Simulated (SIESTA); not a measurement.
# NiMoIrPdW in SIESTA: convergence with k mesh

Input of the first run (k mesh 3 × 3 × 1); the others differ in this setting and in those tied to it:

NiMoIrPdW.fdf

```
SystemName                      NiMoIrPdW
SystemLabel                     NiMoIrPdW
NumberOfSpecies                 5
NumberOfAtoms                   5
%block ChemicalSpeciesLabel
  1  28 Ni
  2  42 Mo
  3  46 Pd
  4  77 Ir
  5  74 W
%endblock ChemicalSpeciesLabel

LatticeConstant                 1.0 Ang
%block LatticeVectors
     2.7607800000     0.0000000000     0.0000000000
    -1.3803900000     2.3909000000     0.0000000000
     0.0000000000     0.0000000000    11.3405100000
%endblock LatticeVectors
AtomicCoordinatesFormat         Fractional
%block AtomicCoordinatesAndAtomicSpecies
     0.0000000000     0.0000000000     0.7091700000  1  Ni
     0.6666700000     0.3333300000     0.2942500000  2  Mo
     0.6666700000     0.3333300000     0.8990100000  3  Pd
     0.0000000000     0.0000000000     0.1060400000  4  Ir
     0.6666700000     0.3333300000     0.5292100000  5  W
%endblock AtomicCoordinatesAndAtomicSpecies

%block kgrid.MonkhorstPack
    3   0   0  0.0
    0   3   0  0.0
    0   0   1  0.0
%endblock kgrid.MonkhorstPack
XC.Functional                   GGA
XC.Authors                      PBE
PAO.BasisSize                   DZP
PAO.EnergyShift                 0.003 Ry
Mesh.Cutoff                     800 Ry
Spin                            polarized
%block DM.InitSpin
    1   1.000
    2   1.000
    3   0.000
    4   0.600
    5   0.000
%endblock DM.InitSpin
OccupationFunction              FD
ElectronicTemperature           0.05 eV
MaxSCFIterations                200
SCF.MustConverge                false
SCF.Mixer.Method                Pulay
SCF.Mixer.Weight                0.1
SCF.Mixer.History               10
SCF.DM.Tolerance                5.0e-05
SCF.H.Tolerance                 1.0e-03 eV
WriteForces                     true
Charge.Mulliken                 end
%block PAO.Basis
  Ni 5
  n=3 0 2
    2.432 0.000
  n=4 0 2
    7.095 0.000
  n=3 1 2
    2.716 0.000
  n=4 1 1
    7.095
  n=3 2 2
    4.466 0.000
  Mo 5
  n=4 0 2
    3.234 0.000
  n=5 0 2
    8.986 0.000
  n=4 1 2
    3.729 0.000
  n=5 1 1
    8.986
  n=4 2 2
    6.762 0.000
  Pd 5
  n=4 0 2
    2.822 0.000
  n=5 0 2
    8.721 0.000
  n=4 1 2
    3.234 0.000
  n=5 1 1
    8.721
  n=4 2 2
    5.877 0.000
  Ir 5
  n=5 0 2
    2.793 0.000
  n=6 0 2
    6.789 0.000
  n=5 1 2
    3.326 0.000
  n=6 1 1
    6.789
  n=5 2 2
    5.613 0.000
  W 5
  n=5 0 2
    3.045 0.000
  n=6 0 2
    7.641 0.000
  n=5 1 2
    3.655 0.000
  n=6 1 1
    7.641
  n=5 2 2
    6.655 0.000
%endblock PAO.Basis
Diag.ParallelOverK              false
```

Potentials or basis: PseudoDojo 0.4 standard (PBE files), DZP (energy shift 0.003 Ry; two zetas on semicore shells).

Launch:

```console
$ mpirun -n 4 siesta NiMoIrPdW.fdf > NiMoIrPdW.out 2>&1
```

The cell was built by a generator and needn't be a form met in nature.

Hardware: 4 MPI ranks on Arm Neoverse V2, on a shared host.

```tsv
k mesh	energy less the tightest run, at zero smearing (meV/atom)	pressure (GPa)	largest force (eV/Å)	largest site moment (μB)	SCF cycles	CPU time (s)
3 × 3 × 1	317.72	7.31	0.578	0.73	38	630
4 × 4 × 1	10.28	3.55	0.431	0.58	30	530
6 × 6 × 2	-0.58	2.50	0.378	0.44	32	590
8 × 8 × 2	6.14	2.45	0.697	0.00	34	630
9 × 9 × 3	0.84	2.41	0.349	0.00	48	890
11 × 11 × 3	2.04	2.22	0.642	0.00	41	860
14 × 14 × 4	0.00	2.24	0.527	0.10	41	1100
```

Against the tightest run, the pressure stays within 0.1 GPa from 11 × 11 × 3 on. Not settled before the last step: the energy (to 1 meV/atom), the largest force (to 0.005 eV/Å), the largest site moment (to 0.02 μB). Meshes of other sizes hit other points, so gaps and Fermi surfaces needn't settle smoothly. The tightest run that finished is the yardstick and may itself not be fully converged.

Caveat, for the tightest run too: short orbitals over semicore shells can move pressures by several GPa; the valence orbitals were made in a potential fitted to the semicore shell under them, which widens gaps by tenths of an eV or more; the basis of atomic orbitals isn't converged, which shifts pressures, moduli and gaps. Spin-orbit coupling is left out, which matters for the levels of Ir, W.
